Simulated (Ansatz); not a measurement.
What does this script print? It uses Ansatz's Python interface.

Script `run_fatbands.py`:
```python
from pathlib import Path

import ansatz as az
import numpy as np
import pandas as pd

vectors = np.array([
    [10.079606, 0.0, 0.0],
    [0.0, 10.079606, 0.0],
    [0.0, 0.0, 4.324598],
])
crystal = az.Lattice.of(vectors).atom("K", (0.0, 0.0, 0.0))

points = {"G": (0.0, 0.0, 0.0), "X": (0.0, 0.5, 0.0), "M": (0.5, 0.5, 0.0), "Z": (0.0, 0.0, 0.5), "R": (0.0, 0.5, 0.5), "A": (0.5, 0.5, 0.5)}
base = (
    crystal.calculation()
    .functional("r2scan")
    .kpoints(3, 3, 6)
    .occupations("Fermi-Dirac")
    .band_structure(list(points.values()), intervals=1)
    .fat_bands()
)
history = []
result = base.session().plan().execute(on_event=lambda event: history.append(event["data"]["dr2_ev"]) if event["event"] == "scf_iter" else None)
report = result.report
print("density residual by iteration (eV):", " ".join(f"{value:.1e}" for value in history[:40]))
file = Path(result.write_results("results")) / "fatbands.tsv"
names = file.read_text().splitlines()[0].lstrip("# ").split("\t")
table = pd.read_csv(file, sep="\t", comment="#", names=names)
near = table[table.e_minus_ef.abs() < 3]
for ik, label in enumerate(points):
    print(label)
    for _, row in near[near.ik == ik].iterrows():
        main = row[names[4:]].astype(float).nlargest(2)
        print(f"   band {int(row.band):3d} {row.e_minus_ef:7.3f} eV  " + ", ".join(f"{k} {v:.2f}" for k, v in main.items()))
```

```console
$ python run_fatbands.py
DeckWarning: basis.ecutwfc = 500 eV, auto-derived from the records' recommended cutoffs: set by K (their level for a meta-GGA)
density residual by iteration (eV): 4.4e-03 9.1e-04 7.7e-05 1.1e-06 2.4e-07 8.6e-09
G
   band   4  -0.736 eV  k0_l0_4S 0.97, k0_l0_3S 0.00
   band   5   1.339 eV  k0_l1_3P 0.00, k0_l0_3S 0.00
   band   6   1.339 eV  k0_l1_3P 0.00, k0_l0_3S 0.00
   band   7   2.091 eV  k0_l0_4S 0.00, k0_l0_3S 0.00
   band   8   2.307 eV  k0_l0_3S 0.00, k0_l0_4S 0.00
X
   band   4  -0.695 eV  k0_l0_4S 0.98, k0_l0_3S 0.00
   band   5   0.959 eV  k0_l0_3S 0.00, k0_l0_4S 0.00
   band   6   1.388 eV  k0_l1_3P 0.00, k0_l0_3S 0.00
   band   7   2.298 eV  k0_l0_4S 0.00, k0_l0_3S 0.00
   band   8   2.647 eV  k0_l0_3S 0.00, k0_l0_4S 0.00
M
   band   4  -0.655 eV  k0_l0_4S 0.98, k0_l0_3S 0.00
   band   5   1.032 eV  k0_l0_3S 0.00, k0_l0_4S 0.00
   band   6   1.032 eV  k0_l0_3S 0.00, k0_l0_4S 0.00
   band   7   2.142 eV  k0_l0_3S 0.00, k0_l0_4S 0.00
Z
   band   4   1.356 eV  k0_l1_3P 0.00, k0_l0_3S 0.00
   band   5   1.915 eV  k0_l0_4S 0.94, k0_l0_3S 0.00
   band   6   2.537 eV  k0_l0_3S 0.00, k0_l0_4S 0.00
   band   7   2.537 eV  k0_l0_3S 0.00, k0_l0_4S 0.00
R
   band   4   1.388 eV  k0_l1_3P 0.00, k0_l0_3S 0.00
   band   5   1.991 eV  k0_l0_4S 0.95, k0_l0_3S 0.00
   band   6   2.418 eV  k0_l0_3S 0.00, k0_l0_4S 0.00
   band   7   2.549 eV  k0_l0_3S 0.00, k0_l0_4S 0.00
A
   band   4   1.418 eV  k0_l1_3P 0.00, k0_l0_3S 0.00
   band   5   2.064 eV  k0_l0_4S 0.94, k0_l0_3S 0.00
   band   6   2.439 eV  k0_l0_3S 0.00, k0_l0_4S 0.00
   band   7   2.439 eV  k0_l0_3S 0.00, k0_l0_4S 0.00
```
(Warnings from the package without file and line.)

Caveats:
- The cell holds an odd number of electrons and is run without spin, so a magnetic state may lie lower.
- The cell holds layers, chains or clusters in vacuum, no bulk phase.
- The computed bands are complete only to about 2.3 eV above the Fermi level.
- For a metal this k-point mesh is coarse: on a finer one energies can move by several to tens of meV an atom and pressures by half a GPa or more, differences at one mesh by less.
- Points of the mesh across the vacuum add cost only.
- Legs of the path along the vacuum direction only repeat the in-plane bands.
- This isn't the structure that K takes at ambient conditions.
- Gaps and levels are Kohn-Sham values on a finite set of k-points.
- Energies are less the Fermi level and bands count from 0. Only the largest channels are printed, equivalent atoms hold more, and in degenerate sets the split between sites is arbitrary; shells that the potentials lack have no channel.
- Finished in 18 s on 1 thread of Arm Neoverse V1, with other jobs on the host, peak memory 1.1 GiB.

(Lines on the test bed's own set-up are left out of the output.)
